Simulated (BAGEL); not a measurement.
# TiCl4 (titanium tetrachloride) at PBE0/cc-pVDZ (density fitting with qzvpp-jkfit)

Aim: the energy change on altering one bond length of TiCl4 (titanium tetrachloride) at PBE0/cc-pVDZ (density fitting with qzvpp-jkfit), from 2 runs. 

The calculation is run with BAGEL 1.2.2.

8 further runs of the same task are left out: 7 that didn't finish, 1 set aside as unsound or not needed.

**1. Starting point**

The species is TiCl4 (5 atoms), meant as a singlet with charge 0. SMILES: `[Cl][Ti]([Cl])([Cl])[Cl]`. The shape is that of a PBE0-D4/def2-TZVP optimisation.

Bond lengths: Cl1–Ti2 2.162 Å, Ti2–Cl3 2.162 Å, Ti2–Cl4 2.162 Å, Ti2–Cl5 2.162 Å. Angles: Cl1–Ti2–Cl3 109.5°, Cl1–Ti2–Cl4 109.5°, Cl1–Ti2–Cl5 109.5°, Cl3–Ti2–Cl4 109.5°, Cl3–Ti2–Cl5 109.5°, Cl4–Ti2–Cl5 109.5°.

**2. A single-point energy at PBE0/cc-pVDZ (density fitting with qzvpp-jkfit)**

The input, dft.json:

```json
{ "bagel" : [

{
  "title" : "molecule",
  "basis" : "cc-pvdz.json",
  "df_basis" : "qzvpp-jkfit",
  "angstrom" : true,
  "geometry" : [
    { "atom" : "Cl", "xyz" : [      -1.024380,      -0.069130,       1.902540 ] },
    { "atom" : "Ti", "xyz" : [       0.000000,       0.000000,       0.000000 ] },
    { "atom" : "Cl", "xyz" : [       1.750310,      -1.266570,       0.077530 ] },
    { "atom" : "Cl", "xyz" : [      -1.326110,      -0.697940,      -1.558240 ] },
    { "atom" : "Cl", "xyz" : [       0.600180,       2.033630,      -0.421830 ] }
  ]
},

{
  "title" : "ks",
  "xc_func" : "pbe0"
},

{
  "title" : "print",
  "file" : "orbitals.molden",
  "orbitals" : true
}

]}
```

The basis set cc-pVDZ is read from a file made from the Basis Set Exchange's data (not shown).

Started as:

```bash
$ BAGEL_NUM_THREADS=1 BAGEL dft.json > dft.out
```

The log of the run:

```text
* using 1 threads per process

  ===============================================================
  ===============================================================

  *** Geometry ***

  { "atom" : "Cl", "xyz" : [     -1.935798,     -0.130637,      3.595280 ] },
  { "atom" : "Ti", "xyz" : [      0.000000,      0.000000,      0.000000 ] },
  { "atom" : "Cl", "xyz" : [      3.307607,     -2.393470,      0.146510 ] },
  { "atom" : "Cl", "xyz" : [     -2.505985,     -1.318915,     -2.944647 ] },
  { "atom" : "Cl", "xyz" : [      1.134176,      3.843004,     -0.797143 ] },

  Number of auxiliary basis functions:      776

  Since a DF basis is specified, we compute 2- and 3-index integrals:
    o Being stored without compression. Storage requirement is 0.082 GB

  Number of basis functions:      115
  Number of electrons      :       90

    * METHOD: MOLECULE                             0.90

  *** Kohn-Sham DFT ***

    * Removing 10330 points whose weight is below 1.00e-10
    * Grid points: 64200

  === Nuclear Repulsion ===
   626.0973268588

       - DIIS with orbital gradients will be used.

  === KS iteration (pbe0 / cc-pvdz.json) ===
      0      -2595.44622076          0.15004376           0.79
      1      -2619.94312375          0.11622372           0.80
      2      -2571.32528995          0.13314060           0.79
      3      -2686.47285806          0.03438296           0.77
      4      -2668.15551025          0.10740497           0.75
      5      -2673.17668605          0.11605831           0.78
      6      -2673.27732090          0.11401938           0.76
      7      -2687.82459712          0.03847344           0.75
      8      -2685.43772428          0.08716289           0.77
      9      -2689.44410770          0.01583512           0.77
     10      -2688.99128301          0.03434402           0.76
     11      -2689.73765551          0.00596064           0.73
     12      -2689.76623873          0.00143145           0.74
     13      -2689.76731934          0.00149095           0.76
     14      -2689.76960721          0.00016519           0.76
     15      -2689.76965070          0.00003700           0.74
     16      -2689.76965308          0.00001098           0.72
     17      -2689.76965325          0.00000196           0.71
     18      -2689.76965325          0.00000110           0.76
     19      -2689.76965325          0.00000092           0.76
     20      -2689.76965325          0.00000041           0.78
     21      -2689.76965325          0.00000011           0.77
     22      -2689.76965325          0.00000008           0.77
     23      -2689.76965325          0.00000002           0.77
     24      -2689.76965325          0.00000001           0.75
    * SCF iteration converged.

    * Permanent dipole moment:
           (   -0.000020,     0.000024,     0.000025) a.u.

    * METHOD: KS                                  19.50

    * METHOD: PRINT                                0.03

  ===============================================================
```

Run time: 21 s. Hardware: 1 thread of Arm Neoverse V1, shared host; peak memory 0.5 GiB.

**3. The distorted shape at the same level**

The input, calc.json:

```json
{ "bagel": [

{
  "title": "molecule",
  "basis": "cc-pvdz.json",
  "df_basis": "qzvpp-jkfit",
  "angstrom": true,
  "geometry": [
    { "atom": "Cl", "xyz": [      -0.626526,       0.140263,       2.370036 ] },
    { "atom": "Ti", "xyz": [       0.397854,       0.209393,       0.467496 ] },
    { "atom": "Cl", "xyz": [       2.148164,      -1.057177,       0.545026 ] },
    { "atom": "Cl", "xyz": [      -1.326110,      -0.697940,      -1.558240 ] },
    { "atom": "Cl", "xyz": [       0.998034,       2.243023,       0.045666 ] }
  ]
},

{ "title": "ks", "xc_func": "pbe0" },

{ "title": "print", "file": "orbitals.molden", "orbitals": true }

]}
```

The basis set cc-pVDZ is read from a file made from the Basis Set Exchange's data (not shown).

Started as:

```bash
$ BAGEL_NUM_THREADS=1 BAGEL calc.json > calc.out
```

The log of the run:

```text
* using 1 threads per process

  ===============================================================
  ===============================================================

  *** Geometry ***

  { "atom" : "Cl", "xyz" : [     -1.183963,      0.265059,      4.478719 ] },
  { "atom" : "Ti", "xyz" : [      0.751835,      0.395695,      0.883439 ] },
  { "atom" : "Cl", "xyz" : [      4.059442,     -1.997775,      1.029950 ] },
  { "atom" : "Cl", "xyz" : [     -2.505985,     -1.318915,     -2.944647 ] },
  { "atom" : "Cl", "xyz" : [      1.886011,      4.238699,      0.086296 ] },

  Number of auxiliary basis functions:      776

  Since a DF basis is specified, we compute 2- and 3-index integrals:
    o Being stored without compression. Storage requirement is 0.082 GB

  Number of basis functions:      115
  Number of electrons      :       90

    * METHOD: MOLECULE                             0.92

  *** Kohn-Sham DFT ***

    * Removing 9728 points whose weight is below 1.00e-10
    * Grid points: 64802

  === Nuclear Repulsion ===
   587.5411879953

       - DIIS with orbital gradients will be used.

  === KS iteration (pbe0 / cc-pvdz.json) ===
      0      -2609.08256808          0.12131856           0.78
      1      -2535.40435517          0.08692916           0.76
      2      -2435.33799066          0.12867770           0.75
      3      -2653.31764805          0.07882374           0.77
      4      -2670.82435474          0.04992043           0.76
      5      -2668.76019279          0.11381854           0.75
      6      -2670.11917026          0.12269589           0.76
      7      -2583.01366897          0.11626002           0.77
      8      -2683.02836272          0.06007317           0.78
      9      -2685.94219003          0.04046281           0.76
     10      -2670.50541406          0.06319213           0.74
     11      -2688.75881126          0.02058221           0.72
     12      -2682.02050122          0.10564608           0.69
     13      -2687.58449671          0.05978849           0.69
     14      -2687.93938282          0.05455261           0.72
     15      -2683.27092471          0.09982410           0.71
     16      -2674.72758460          0.10048791           0.72
     17      -2688.29150701          0.02879047           0.75
     18      -2686.76181713          0.07020637           0.75
     19      -2684.33107580          0.09374435           0.75
     20      -2685.08043920          0.08875508           0.77
     21      -2686.95340727          0.06794406           0.78
     22      -2674.13661086          0.12013331           0.80
     23      -2687.45999880          0.03743098           0.76
     24      -2677.56406722          0.11528658           0.76
     25      -2687.54494892          0.06018134           0.74
     26      -2678.65858405          0.12106725           0.71
     27      -2683.45034793          0.10304726           0.78
     28      -2676.04247023          0.11892818           0.79
     29      -2688.28108122          0.02973847           0.79
     30      -2687.57452256          0.05980125           0.77
     31      -2685.82307017          0.08235608           0.79
     32      -2683.84882296          0.09861109           0.79
     33      -2683.16229126          0.10327958           0.74
     34      -2681.69283893          0.11219293           0.72
     35      -2688.43559284          0.02762835           0.73
     36      -2668.93516432          0.12032993           0.75
     37      -2681.06148591          0.10309864           0.78
     38      -2681.95923029          0.10377483           0.77
     39      -2681.82303854          0.10491384           0.80
     40      -2674.50731379          0.12064640           0.79
     41      -2601.49291202          0.14744470           0.77
     42      -2674.47855734          0.08633225           0.80
     43      -2688.97477622          0.01969555           0.78
     44      -2688.55248303          0.04190117           0.78
     45      -2689.39406216          0.01991725           0.77
     46      -2689.53147798          0.01477726           0.78
     47      -2689.59826471          0.01038875           0.78
     48      -2689.70196531          0.00294514           0.73
     49      -2689.71218831          0.00086067           0.71
     50      -2689.71274854          0.00048090           0.75
     51      -2689.71295955          0.00016500           0.73
     52      -2689.71299278          0.00001420           0.73
     53      -2689.71299310          0.00000531           0.75
     54      -2689.71299314          0.00000144           0.75
     55      -2689.71299315          0.00000092           0.76
     56      -2689.71299315          0.00000054           0.75
     57      -2689.71299315          0.00000025           0.76
     58      -2689.71299315          0.00000057           0.76
     59      -2689.71299315          0.00000005           0.74
     60      -2689.71299315          0.00000003           0.72
     61      -2689.71299315          0.00000001           0.75
    * SCF iteration converged.

    * Permanent dipole moment:
           (   -0.847122,    -0.445829,    -0.995378) a.u.

    * METHOD: KS                                  47.38

    * METHOD: PRINT                                0.03

  ===============================================================
```

Run time: 49 s. Hardware: 1 thread of Arm Neoverse V1, shared host; peak memory 0.51 GiB.

**4. Results**

Level: PBE0/cc-pVDZ (density fitting with qzvpp-jkfit).

| quantity | value |
| --- | --- |
| first shape: total energy | -2689.76965 Eh |
| first shape: dipole moment | 0.00 D |
| first shape: HOMO energy | -9.69 eV |
| first shape: LUMO energy | -3.94 eV |
| first shape: HOMO–LUMO gap | 5.75 eV |
| distorted shape: total energy | -2689.71299 Eh |
| distorted shape: dipole moment | 3.51 D |
| distorted shape: HOMO energy | -8.36 eV |
| distorted shape: LUMO energy | -4.80 eV |
| distorted shape: HOMO–LUMO gap | 3.57 eV |
| energy change with the Ti2–Cl4 bond stretched from 2.162 to 2.811 Å | 1.542 eV |

What this shows: With the Ti2–Cl4 bond stretched from 2.162 to 2.811 Å the energy rises by 1.54 eV (149 kJ/mol). The first shape isn't relaxed at this level, so the change isn't measured from a minimum.
